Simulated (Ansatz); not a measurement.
# Al7Cu: the cost of one run

Method: DFT PBE, scalar-relativistic, plane waves, PAW, in Ansatz 0.2.0.

**1. Starting point**

The structure is cubic, space group Fm-3m (No. 225). The conventional cell has a = 7.960 Å, b = 7.960 Å, c = 7.960 Å, α = 90.00°, β = 90.00°, γ = 90.00°. Al (site symmetry mmm) has 10 Al at 2.81 Å and 2 Cu at 2.81 Å as nearest neighbours. Around Al (site symmetry m-3m) lie 12 Al at 2.81 Å. Around Cu (site symmetry m-3m) lie 12 Al at 2.81 Å.

As a file:

```cif
data_structure
_symmetry_space_group_name_H-M 'Fm-3m'
_symmetry_Int_Tables_number 225
_cell_length_a 7.9595
_cell_length_b 7.9595
_cell_length_c 7.9595
_cell_angle_alpha 90.000
_cell_angle_beta 90.000
_cell_angle_gamma 90.000
_cell_volume 504.27
loop_
_atom_site_label
_atom_site_type_symbol
_atom_site_symmetry_multiplicity
_atom_site_Wyckoff_symbol
_atom_site_fract_x
_atom_site_fract_y
_atom_site_fract_z
_atom_site_occupancy
Al1 Al 24 d 0.00000 0.75000 0.75000 1
Al2 Al 4 a 0.00000 0.00000 0.00000 1
Cu1 Cu 4 b 0.50000 0.00000 0.00000 1
```

It is the end of an earlier relaxation with the same method, from a generated guess; it is a trial structure. At a tolerance of 0.05 Å it has space group Fm-3m (No. 225); it has 15.76 Å³/atom, an uncorrected energy of -0.01 eV/atom over the elements.

**2. Bands, states and charges**

File input.yaml:

```yaml
crystal:
  lattice:
    - [0.0, 3.97976356, 3.97976356]
    - [3.97976356, 0.0, 3.97976356]
    - [3.97976356, 3.97976356, 0.0]
  atoms:
    - { symbol: Al, position: [0.5, 0.0, 0.0] }
    - { symbol: Al, position: [0.0, 0.5, 0.5] }
    - { symbol: Al, position: [0.0, 0.5, 0.0] }
    - { symbol: Al, position: [0.5, 0.0, 0.5] }
    - { symbol: Al, position: [0.0, 0.0, 0.5] }
    - { symbol: Al, position: [0.5, 0.5, 0.0] }
    - { symbol: Al, position: [0.0, 0.0, 0.0] }
    - { symbol: Cu, position: [0.5, 0.5, 0.5] }
basis:
  ecutwfc: 420
kpoints:
  mp_grid: { grid: [8, 8, 8] }
  band_path:
    path:
      - [[0.0, 0.0, 0.0], [0.5, 0.0, 0.5], [0.625, 0.25, 0.625]]
      - [[0.375, 0.375, 0.75], [0.0, 0.0, 0.0], [0.5, 0.5, 0.5], [0.5, 0.25, 0.75], [0.5, 0.0, 0.5]]
    npoints: 14
hamiltonian:
  xc: pbe
scf:
  occupations: { method: gaussian, width: 0.1 }
  n_extra_bands: 20
output:
  forces: true
  stress: true
  eigenvalues: true
  populations: true
  dos: { projected: true, de: 0.02, nscf_kmesh: { grid: [10, 10, 10] } }
  bader: true
```

Launch:

```
ansatz run input.yaml --threads 1 --pin off --max-ram 2048MiB --backend cpu --events-out ev --progress --plain --runs-dir out
```

Q: Estimate wall time and peak memory on 1 thread of Intel Xeon Platinum 8275CL at 3.00GHz (Skylake/Cascade Lake), shared host.

About 88 s, with a peak of 0.58 GiB.
